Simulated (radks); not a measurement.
# Mo⁺ in [Kr] 4d5: an all-electron calculation

Wanted: eigenvalues, radial structure and energy terms of the molybdenum ion Mo+.

Method: Dirac Kohn-Sham, RPBE, spin-unpolarised, spherical densities, point nucleus; open shells are shared between the two j in proportion to 2j + 1. Code: radks (a radial shooting solver on a logarithmic mesh, Libxc functionals) version 1.

### 1 Starting point

- element: molybdenum (Z = 42)
- charge: +1
- electrons: 41
- configuration: [Kr] 4d5

The outer shells:

Mo⁺
```
[Kr] core
4d [↑ ][↑ ][↑ ][↑ ][↑ ]
```

### 2 The calculation

The run's settings:

```text
Z 42
configuration [Kr] 4d5
relativity Dirac
functional rpbe,pbe
spin unpolarised
j_filling average
nucleus point
c 137.035999084
```

What does the calculation give?

**Answer**, as computed:

| quantity | value |
| --- | --- |
| total energy | -4049.23197 hartree |
| exchange-correlation share of it | 3.06 % |
| −T/E | 1.0369 |
| highest occupied level | 4d5/2, -10.242 eV |
| most extended occupied level | 4d5/2, <r> = 1.90 bohr |
| radius at density 0.001 e/bohr³ | 4.01 bohr |
| maxima of the radial density | 4 |
| ionisation energy, NIST | 16.2 (semi-emp.) eV |

The radial density shows 4 maxima for 4 occupied principal shells. −T/E is 1.037: with relativity the kinetic term as defined here no longer equals −E. Minus the highest eigenvalue, 10.242 eV, is 63 % of the tabulated ionisation energy (16.2 eV); the potential of a semilocal functional falls off too fast, so its top eigenvalue is too shallow. Spin polarisation and multiplet splitting are left out. Sharing an open shell by 2j + 1 raises it above the true ground level by a part of the spin-orbit splitting, which enters the differences from NIST.
